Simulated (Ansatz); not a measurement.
# BClF3H: the cost of one run

Program: Ansatz 0.2.0, Gaussian basis. Level of theory: PBE0-D4, def2-SVP first, then def2-TZVP. These are calculated values, not measurements.

152 further runs of the same task are left out: 152 set aside as unsound or not needed.

### 1 Where the work starts

The guess: 6 atoms, charge 0, spin multiplicity 1.

Atoms are counted from 1 here; the program's logs count them from 0.

Bond lengths: B1–F3 1.309 Å, B1–F4 1.309 Å, B1–Cl6 1.930 Å, F2–H5 1.131 Å. Angles: F3–B1–F4 119.6°, F3–B1–Cl6 115.4°, F4–B1–Cl6 115.4°.

As a file:

```xyz
6
BClF3H
B    -0.42810    0.10270   -0.32010
F     0.81500   -1.00940   -0.04130
F    -0.21170    0.61060   -1.50690
F    -1.55000   -0.52820   -0.08210
H     1.09910   -0.30010    0.79270
Cl    0.27570    1.12450    1.15770
```

Distances that are to change: B1–Cl6 1.93 Å, F2–H5 1.13 Å, B1–F2 1.69 Å, H5–Cl6 1.69 Å.

### 2 Relaxing the guess with the reacting distances held

Contents of hold/in.yaml:

```yaml
crystal:
  periodic: [false, false, false]
  atoms:
    - {symbol: B, position_ang: [-0.428100, 0.102700, -0.320100]}
    - {symbol: F, position_ang: [0.815000, -1.009400, -0.041300]}
    - {symbol: F, position_ang: [-0.211700, 0.610600, -1.506900]}
    - {symbol: F, position_ang: [-1.550000, -0.528200, -0.082100]}
    - {symbol: H, position_ang: [1.099100, -0.300100, 0.792700]}
    - {symbol: Cl, position_ang: [0.275700, 1.124500, 1.157700]}
basis:
  gaussian: {orbitals: def2-SVP}
hamiltonian: {xc: pbe0, dispersion: d4}
relax: {f_tol: 0.04, max_steps: 150, escape_saddle: false, constraints: [{distance: [0, 5]}, {distance: [1, 4]}, {distance: [0, 1]}, {distance: [4, 5]}]}
```

The run is started by

```console
$ ansatz run in.yaml --threads 4 --pin off --events-out ev --progress --plain --max-ram 9574MiB
```

**Question.** How long does this run take on 4 threads of Arm Neoverse V2, shared host?

About 3.8 s.
